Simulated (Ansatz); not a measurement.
# CHBS2: ionisation energy by level of theory

The task here is to estimate one member of a computed series from the others.

Program: Ansatz 0.2.0, Gaussian basis. Level of theory: unrestricted cation, the program's frozen cores in correlated methods. These are calculated values, not measurements.

Levels to be run: UKS PBE-D4/def2-TZVPP; UKS r2SCAN-D4/def2-TZVPP; UKS PBE0-D4/def2-TZVPP; UKS B3LYP-D4/def2-TZVPP; UKS wB97X-V/def2-TZVPP; UKS wB97M-V/def2-TZVPP; UKS B2PLYP/def2-TZVPP; UHF-CCSD(T)/def2-TZVPP; UHF-MP2/def2-QZVPP; extrapolation to the limit; then −ε(HOMO) from the neutral's earlier runs with LDA (SPW92), PBE-D4, revPBE-D4, BLYP-D4, r2SCAN-D4, B97M-V, PBE0-D4, B3LYP-D4, r2SCANh-D4, r2SCAN0-D4, HSE06-D4, BHLYP-D4, CAM-B3LYP-D4, LC-ωPBE, ωB97X-V, ωB97M-V.

## Structure used throughout

All runs share one geometry, relaxed beforehand with PBE0-D4 in a triple-zeta def2 set.

5 atoms, charge 0, spin multiplicity 1.

Atoms are counted from 1 here; the program's logs count them from 0.

Bond lengths: S1–C2 1.589 Å, C2–B3 1.488 Å, C2–S4 1.834 Å, B3–S4 1.761 Å, B3–H5 1.180 Å. Angles: S1–C2–B3 160.3°, S1–C2–S4 136.7°, B3–C2–S4 63.0°, C2–B3–S4 68.1°, C2–B3–H5 150.6°, S4–B3–H5 141.2°, C2–S4–B3 48.9°.

Set-up of the first run:

File in.yaml:

```yaml
crystal:
  periodic: [false, false, false]
  atoms:
    - {symbol: S, position_ang: [-0.641066, -1.709026, 1.332439]}
    - {symbol: C, position_ang: [-0.262434, -0.520636, 0.348548]}
    - {symbol: B, position_ang: [0.522069, 0.562878, -0.303611]}
    - {symbol: S, position_ang: [-1.077046, 0.388851, -1.020102]}
    - {symbol: H, position_ang: [1.508377, 1.204334, -0.398773]}
basis:
  gaussian: {orbitals: def2-TZVPP}
total_charge: 1
magnetization: {spin_polarized: true, initial_magnetization: 1}
hamiltonian: {xc: pbe, dispersion: d4}
```

Command:

```bash
ansatz run in.yaml --threads 2 --pin off --events-out ev --progress --plain --max-ram 4352MiB
```

Steps of the session up to this table: Cation, UKS PBE-D4/def2-TZVPP; Cation, UKS r2SCAN-D4/def2-TZVPP; Cation, UKS PBE0-D4/def2-TZVPP; Cation, UKS B3LYP-D4/def2-TZVPP; Cation, UKS wB97X-V/def2-TZVPP; Cation, UKS wB97M-V/def2-TZVPP; Cation, UKS B2PLYP (frozen core)/def2-TZVPP; Cation, UHF-CCSD(T)/def2-TZVPP; Cation, UHF-MP2/def2-QZVPP.

One table of the session follows, with a row left open; its other results are not shown here.

It belongs to the step «Ionisation energies side by side». For comparison, −ε(HOMO) of the neutral from earlier runs:

```
  functional  −ε(HOMO) (eV)
 LDA (SPW92)           5.63
      PBE-D4           5.49
   revPBE-D4           5.45
     BLYP-D4           5.32
   r2SCAN-D4           5.69
      B97M-V              ?
     PBE0-D4           6.59
    B3LYP-D4           6.36
  r2SCANh-D4           6.10
  r2SCAN0-D4           6.72
    HSE06-D4           6.20
    BHLYP-D4           7.54
CAM-B3LYP-D4           7.80
     LC-ωPBE           9.13
     ωB97X-V           8.78
     ωB97M-V           8.61
```

Estimate the missing values for B97M-V.

As computed: −ε(HOMO) (eV): 5.74. In the column «−ε(HOMO) (eV)» it lies between r2SCAN-D4 (5.69) and r2SCANh-D4 (6.10).
